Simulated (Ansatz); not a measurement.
# GaH₂O radical: functionals against CCSD(T) at one geometry

One table from this session's results is given with a row withheld; the runs are named, their logs left out.

Method: single points in def2-TZVPP; program: Ansatz 0.2.0, Gaussian basis.

Correlated methods freeze the cores. Filled d shells of the heavier atoms are correlated. Orbitals are unrestricted.

### Starting geometry

4 atoms, charge 0, spin multiplicity 2.

Atoms are counted from 1 here; the program's logs count them from 0.

Bond lengths: O1–Ga2 1.810 Å, O1–H3 0.965 Å, Ga2–H4 1.961 Å. Angles: Ga2–O1–H3 174.6°, O1–Ga2–H4 115.1°.

Geometry (Å):

```tsv
atom	x (Å)	y (Å)	z (Å)
O1	-0.01340	-0.94760	0.32440
Ga2	0.74000	0.68380	0.10510
H3	-0.49520	-1.77720	0.42810
H4	-0.32880	1.96130	-0.92960
```

Set-up of the first run:

run/in.yaml

```yaml
crystal:
  periodic: [false, false, false]
  atoms:
    - {symbol: O, position_ang: [-0.013400, -0.947600, 0.324400]}
    - {symbol: Ga, position_ang: [0.740000, 0.683800, 0.105100]}
    - {symbol: H, position_ang: [-0.495200, -1.777200, 0.428100]}
    - {symbol: H, position_ang: [-0.328800, 1.961300, -0.929600]}
basis:
  gaussian: {orbitals: def2-TZVPP}
magnetization: {spin_polarized: true, initial_magnetization: 1}
correlation: {method: ccsd_t}
scf: {omitted_lower_state_checks: [cluster_reference]}
output: {forces: true}
```

The command line of these runs was not kept.

Steps of the session up to this table: CCSD(T)/def2-TZVPP; PBE0-D4/def2-TZVPP; wB97M-V/def2-TZVPP; r2SCAN-D4/def2-TZVPP; PBE-D4/def2-TZVPP; HSE06-D4/def2-TZVPP; r2SCAN0-D4/def2-TZVPP.

One of the session's tables, all rows but one given; the rest of the session is left out.

| method | RMS force component (eV/Å) | angle to CCSD(T) forces (°) | dipole (D) |
| --- | --- | --- | --- |
| CCSD(T) | 0.672 | reference | 0.51 |
| PBE0-D4 | 0.615 | 3.0 | 0.48 |
| wB97M-V | 0.632 | 4.2 | 0.53 |
| r2SCAN-D4 | 0.595 | 6.0 | 0.45 |
| PBE-D4 | 0.479 | 17.8 | 0.47 |
| HSE06-D4 | 0.614 | 2.7 | 0.48 |
| r2SCAN0-D4 | ? | ? | ? |

Estimate the missing values for r2SCAN0-D4.

As computed: RMS force component (eV/Å): 0.681; angle to CCSD(T) forces (°): 10.3; dipole (D): 0.45. In the column «RMS force component (eV/Å)» it is the highest.
